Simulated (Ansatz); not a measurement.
**C₈H₂₀Si: one species, many methods**

How much do the methods differ for C₈H₂₀Si? The plan is to run it at one geometry with functionals of several rungs and with coupled cluster, and see how far each lands from CCSD(T) at the basis-set limit for the atomisation energy.

The runs use Ansatz 0.2.0, Gaussian basis; functionals in def2-TZVPP, the program's frozen cores in correlated methods.

Levels to be run: LDA (SPW92), PBE-D4, revPBE-D4, BLYP-D4, r2SCAN-D4, B97M-V, PBE0-D4, B3LYP-D4, r2SCANh-D4, r2SCAN0-D4, HSE06-D4, BHLYP-D4, CAM-B3LYP-D4, LC-ωPBE, ωB97X-V, ωB97M-V, B2PLYP, PBE-QIDH; CCSD(T)/def2-SVP; CCSD(T)/def2-TZVPP; MP2/def2-QZVPP; extrapolation to the limit; RPA on PBE.

**1. The geometry**

An earlier PBE0-D4 in a triple-zeta def2 set relaxation fixed the geometry.

SMILES `CC(C)C[SiH2]CC(C)C`, 29 atoms, charge 0, spin multiplicity 1.

Atoms are counted from 1 here; the program's logs count them from 0.

Bond lengths: C1–C2 1.522 Å, C1–H10 1.095 Å, C1–H11 1.093 Å, C1–H12 1.093 Å, C2–C3 1.522 Å, C2–C4 1.531 Å, C2–H13 1.098 Å, C3–H14 1.093 Å, C3–H15 1.095 Å, C3–H16 1.094 Å, C4–Si5 1.881 Å, C4–H17 1.098 Å, C4–H18 1.098 Å, Si5–C6 1.881 Å, Si5–H19 1.491 Å, Si5–H20 1.493 Å, C6–C7 1.531 Å, C6–H21 1.098 Å and more. Angles: C2–C1–H10 110.6°, C2–C1–H11 111.1°, C2–C1–H12 112.0°, H10–C1–H11 107.7°, H10–C1–H12 107.5°, H11–C1–H12 107.8°, C1–C2–C3 110.6°, C1–C2–C4 111.7°, C1–C2–H13 107.8°, C3–C2–C4 110.8°, C3–C2–H13 107.8°, C4–C2–H13 107.8°, C2–C3–H14 111.3°, C2–C3–H15 110.6°, C2–C3–H16 111.4°, H14–C3–H15 107.7°, H14–C3–H16 108.0°, H15–C3–H16 107.7° and more.

**2. LDA**

This LDA is Slater exchange with PW92 correlation.

in.yaml reads:

```yaml
crystal:
  periodic: [false, false, false]
  atoms:
    - {symbol: C, position_ang: [-0.147732, 2.092027, -2.534091]}
    - {symbol: C, position_ang: [-1.252224, 1.176128, -2.025924]}
    - {symbol: C, position_ang: [-1.833019, 0.353233, -3.167565]}
    - {symbol: C, position_ang: [-0.760764, 0.268449, -0.895557]}
    - {symbol: Si, position_ang: [-0.180788, 1.128031, 0.674049]}
    - {symbol: C, position_ang: [-0.026463, -0.107202, 2.084856]}
    - {symbol: C, position_ang: [0.774359, -1.378079, 1.787394]}
    - {symbol: C, position_ang: [0.711227, -2.344082, 2.962556]}
    - {symbol: C, position_ang: [2.220200, -1.064878, 1.429444]}
    - {symbol: H, position_ang: [0.693821, 1.504692, -2.916235]}
    - {symbol: H, position_ang: [-0.507322, 2.726604, -3.347998]}
    - {symbol: H, position_ang: [0.236889, 2.744788, -1.746785]}
    - {symbol: H, position_ang: [-2.055115, 1.808353, -1.624597]}
    - {symbol: H, position_ang: [-2.648959, -0.286683, -2.821561]}
    - {symbol: H, position_ang: [-1.065331, -0.293584, -3.604789]}
    - {symbol: H, position_ang: [-2.221280, 0.994403, -3.963811]}
    - {symbol: H, position_ang: [-1.566130, -0.417111, -0.601763]}
    - {symbol: H, position_ang: [0.051224, -0.370535, -1.267531]}
    - {symbol: H, position_ang: [1.113563, 1.833539, 0.449227]}
    - {symbol: H, position_ang: [-1.179526, 2.170469, 1.056131]}
    - {symbol: H, position_ang: [0.409904, 0.407271, 2.950831]}
    - {symbol: H, position_ang: [-1.046019, -0.379982, 2.384329]}
    - {symbol: H, position_ang: [0.313949, -1.874966, 0.923382]}
    - {symbol: H, position_ang: [-0.321754, -2.602424, 3.209304]}
    - {symbol: H, position_ang: [1.249054, -3.271327, 2.746218]}
    - {symbol: H, position_ang: [1.163601, -1.895692, 3.852930]}
    - {symbol: H, position_ang: [2.716979, -0.544488, 2.254612]}
    - {symbol: H, position_ang: [2.295844, -0.424671, 0.546751]}
    - {symbol: H, position_ang: [2.781917, -1.980183, 1.226693]}
basis:
  gaussian: {orbitals: def2-TZVPP}
hamiltonian: {xc: lda}
output: {orbitals: {seedname: orbitals}}
```

Started as:

```bash
> ansatz run in.yaml --threads 4 --pin off --events-out ev --progress --plain --max-ram 41984MiB --backend cuda --devices 0, --max-vram 37GiB
```

After this run come: PBE-D4 (GGA); revPBE-D4 (GGA); BLYP-D4 (GGA); r2SCAN-D4 (meta-GGA); B97M-V (meta-GGA); PBE0-D4 (hybrid); B3LYP-D4 (hybrid); r2SCANh-D4 (hybrid); r2SCAN0-D4 (hybrid); HSE06-D4 (hybrid); BHLYP-D4 (hybrid); CAM-B3LYP-D4 (range-separated); LC-ωPBE (range-separated); ωB97X-V (range-separated); ωB97M-V (range-separated); B2PLYP (double hybrid); PBE-QIDH (double hybrid); CCSD(T) in def2-SVP; CCSD(T) in def2-TZVPP; MP2 in def2-QZVPP; RPA on PBE orbitals.

Q: Predict the results of all the runs planned. Wanted: atomisation energy, CCSD(T)/CBS; farthest beyond LDA; mean size of error, GGA; mean size of error, meta-GGA; mean size of error, hybrid; mean size of error, range-separated; mean size of error, double hybrid; gap, smallest and largest; T1 diagnostic.

As calculated:

| quantity | value |
| --- | --- |
| atomisation energy, CCSD(T)/CBS | 11286.2 kJ/mol |
| functionals within 56.4 kJ/mol (0.5 %) | r2SCAN-D4, B97M-V, B3LYP-D4, r2SCANh-D4, r2SCAN0-D4, CAM-B3LYP-D4, LC-ωPBE, ωB97X-V, ωB97M-V, PBE-QIDH |
| farthest beyond LDA | BHLYP-D4 (-199.4 kJ/mol) |
| mean size of error, GGA | 98.0 kJ/mol |
| mean size of error, meta-GGA | 19.5 kJ/mol |
| mean size of error, hybrid | 65.4 kJ/mol |
| mean size of error, range-separated | 31.9 kJ/mol |
| mean size of error, double hybrid | 67.0 kJ/mol |
| gap, smallest and largest | 6.66 eV (LDA (SPW92)), 13.58 eV (LC-ωPBE) |
| T1 diagnostic | 0.0093 |
| triples share of the correlation energy | 3.8 % |

In words: The LDA atomisation energy is off by 1418.8 kJ/mol (13 %): it overbinds. PBE-D4 misses by +147.4 kJ/mol. Double hybrids carry the basis error of their MP2 part in triple zeta, and no dispersion term here, so their miss is partly the set-up's. The rungs meta-GGA, range-separated miss on average by less than the doubt on the reference (56.4 kJ/mol), so they tie. Misses under about 56.4 kJ/mol are within the doubt on the reference itself, which lacks core-valence correlation, relativity and higher excitations. Hartree-Fock recovers 76 % of the binding; the rest is correlation. CCSD(T) in def2-SVP is off by -428.5 kJ/mol, so the small basis spoils what the method gains. Orbital gaps span 6.7 to 13.6 eV; exact exchange widens them.
